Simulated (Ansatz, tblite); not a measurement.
# [WOCl4]- (WCl₄O−): one state, many levels

The task here is to estimate one member of a computed series from the others.

Method: as each input shows; program: Ansatz 0.2.0, Gaussian basis.

The runs, in order: GFN1-xTB, GFN2-xTB, PBE-D4/def2-TZVPD, r2SCAN-D4/def2-TZVPD, BLYP-D4/def2-TZVPD, BHLYP-D4/def2-TZVPD, HF/def2-TZVPD, PBE-D4/def2-SVPD, PBE0-D4/def2-SVPD, MP2/def2-TZVPD, RPA/def2-TZVPD.

2 further runs of the same task are left out: 2 set aside as unsound or not needed. Runs told in other sessions of the task aren't counted.

### The structure

The geometry is that of the doublet, from an earlier relaxation (PBE-D4/def2-SVPD).

6 atoms, charge -1, spin multiplicity 2.

Bond lengths: W1–O2 1.703 Å, W1–Cl3 2.389 Å, W1–Cl4 2.390 Å, W1–Cl5 2.389 Å, W1–Cl6 2.390 Å. Angles: O2–W1–Cl3 105.5°, O2–W1–Cl4 105.5°, O2–W1–Cl5 105.6°, O2–W1–Cl6 105.3°, Cl3–W1–Cl4 85.9°, Cl3–W1–Cl5 148.8°, Cl3–W1–Cl6 85.9°, Cl4–W1–Cl5 85.9°, Cl4–W1–Cl6 149.2°, Cl5–W1–Cl6 85.9°.

Formally the metal is d1. W takes a core potential in the def2 sets. No spin-orbit coupling is included. The ion is computed in the gas phase, without counter-ions or solvent.

PBE0-D4/def2-TZVPD was run before; its log isn't repeated, and its numbers join the tables.

Set-up of the first run:

Tight binding, by tblite at 300 K electronic temperature and without a spin-polarisation term:

```python
tblite.interface.Calculator('GFN1-xTB', numbers, positions, charge=-1, uhf=1).singlepoint()
```

Tight binding, by tblite at 300 K electronic temperature and without a spin-polarisation term:

```python
tblite.interface.Calculator('GFN2-xTB', numbers, positions, charge=-1, uhf=1).singlepoint()
```

start.molden holds the orbitals of an earlier run on this state, given as this run's starting guess.

Input file in.yaml:

```yaml
crystal:
  periodic: [false, false, false]
  atoms:
    - {symbol: W, position_ang: [-0.000151, 0.000327, 0.141769]}
    - {symbol: O, position_ang: [0.002308, -0.008222, 1.844438]}
    - {symbol: Cl, position_ang: [2.300927, 0.013948, -0.501527]}
    - {symbol: Cl, position_ang: [-0.012872, 2.306033, -0.486794]}
    - {symbol: Cl, position_ang: [-2.302030, -0.010138, -0.498687]}
    - {symbol: Cl, position_ang: [0.011828, -2.301948, -0.499210]}
basis:
  gaussian: {orbitals: def2-TZVPD, initial_orbitals: start.molden}
total_charge: -1
magnetization: {spin_polarized: true, initial_magnetization: 1}
hamiltonian: {xc: pbe, dispersion: d4}
scf: {omitted_lower_state_checks: [starts]}
output: {orbitals: {seedname: orbitals}}
```

Launch:

```console
ansatz run in.yaml --threads 4 --pin off --events-out ev --progress --plain --max-ram 4787MiB
```

Steps of the session up to this table: PBE-D4/def2-TZVPD; r2SCAN-D4/def2-TZVPD; BLYP-D4/def2-TZVPD; BHLYP-D4/def2-TZVPD; HF/def2-TZVPD; PBE-D4/def2-SVPD; PBE0-D4/def2-SVPD; MP2/def2-TZVPD; RPA/def2-TZVPD.

One of the session's tables, all rows but one given; the rest of the session is left out.

It belongs to the step «Levels side by side». 

| level | HOMO (eV) | LUMO (eV) | gap (eV) |
| --- | --- | --- | --- |
| HF/def2-TZVPD | -6.64 | 4.16 | 10.80 |
| PBE-D4/def2-SVPD | -0.98 | 0.19 | 1.17 |
| PBE-D4/def2-TZVPD | -0.83 | 0.34 | 1.17 |
| BLYP-D4/def2-TZVPD | -0.70 | 0.38 | 1.08 |
| r2SCAN-D4/def2-TZVPD | ? | ? | ? |
| PBE0-D4/def2-SVPD | -2.63 | 1.02 | 3.65 |
| PBE0-D4/def2-TZVPD | -2.44 | 1.21 | 3.65 |
| BHLYP-D4/def2-TZVPD | -4.00 | 2.14 | 6.14 |

Q: Estimate the row for r2SCAN-D4/def2-TZVPD from the others.

The run gave: HOMO (eV): -1.28; LUMO (eV): 0.60; gap (eV): 1.88. In the column «HOMO (eV)» it lies between PBE0-D4/def2-TZVPD (-2.44) and PBE-D4/def2-SVPD (-0.98).
